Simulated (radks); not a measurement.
**Spin polarisation of the 4d shell in Ag³⁺**

One table from this session's results is given with a row withheld; the runs are named, their logs left out.

The numbers are computed with radks (a radial shooting solver on a logarithmic mesh, Libxc functionals) version 1 (scalar-relativistic Kohn-Sham, PBE, spin-polarised, spherical densities, finite nucleus), except any that are marked as measured or tabulated.

**The system**

```
element            : silver (Z = 47)
charge             : +3
electrons          : 44
configuration      : [Kr] 4d(up 4, down 4)
nuclear rms radius : 4.5454 fm
```

A shell typed twice in an input gives spin up, then spin down.

The first run:

The run's settings:

```text
Z 47
configuration [Kr] 4d4 4d4
relativity scalar-relativistic
functional pbe,pbe
spin polarised
nucleus finite rms 4.5454 fm
c 137.035999084
```

Among the steps run: No moment.

One of the session's tables, all rows but one given; the rest of the session is left out.

It belongs to the step «No moment». Sizes of the orbitals, from the radial functions (bohr):

| level | <r> | outermost maximum (interpolated) | 90 % within | nodes |
| --- | --- | --- | --- | --- |
| 2s | 0.1349 | 0.114 | 0.208 | 1 |
| 2p | 0.1177 | 0.0911 | 0.192 | 0 |
| 3s | ? | ? | ? | ? |
| 3p | 0.3675 | 0.326 | 0.553 | 1 |
| 3d | 0.3457 | 0.274 | 0.547 | 0 |
| 4s | 0.9057 | 0.821 | 1.31 | 3 |
| 4p | 0.9865 | 0.873 | 1.45 | 2 |
| 4d | 1.249 | 1.01 | 1.94 | 1 |

**Question.** Estimate the row for 3s.

The run gave: <r>: 0.3685; outermost maximum (interpolated): 0.333; 90 % within: 0.543; nodes: 2. In the column «<r>» it lies between 3p (0.3675) and 4s (0.9057).
